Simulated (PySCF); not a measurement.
# C3H5GeNO: the cost of one run

The runs use PySCF 2.14.0, with density-fitted response routines of our own; the level of theory stands in each step. All values are computed, except where a source is named. Atoms are numbered from 0 throughout.

## 1. The starting structure

11 atoms, charge 0, multiplicity 1; geometry from: PBE0-D3(BJ)/def2-SVP.

Bonds of the start (Å): C0–C1 1.33, C1–O2 1.36, O2–Ge3 1.78, Ge3–C4 1.93, C4–N5 1.16, C0–H6 1.09, C0–H7 1.09, C1–H8 1.10, Ge3–H9 1.52, Ge3–H10 1.53.

## 2. NMR shieldings: PBE0/pcSseg-1

The job: settings as JSON, then the geometry in Å.

```
{"job": {"kind": "nmr", "xc": "PBE0", "basis": "pcSseg-1", "pop": false}, "charge": 0, "multiplicity": 1}
C      2.351436    -0.250617     0.224741
C      1.087025     0.113352     0.017494
O      0.044852    -0.477956     0.655364
Ge    -1.594944    -0.572036    -0.024013
C     -2.021865     1.193877    -0.677084
N     -2.262502     2.257173    -1.071510
H      2.596678    -1.069548     0.904511
H      3.158474     0.285621    -0.275430
H      0.830620     0.943497    -0.656845
H     -2.509242    -0.917922     1.144425
H     -1.641512    -1.530185    -1.217576
```

With the program's defaults for keys left out, this is: GIAO PBE0/pcSseg-1 NMR shielding, non-relativistic, gas phase.

Command:

```sh
OMP_NUM_THREADS=1 python probes_run.py task.json out
```

The driver reads the jobs from task.json and runs them one after another.

Q: Estimate the wall time and peak memory of this first job on 1 thread of Arm Neoverse V1, shared host.

About 16 s, with a peak of 0.83 GiB.
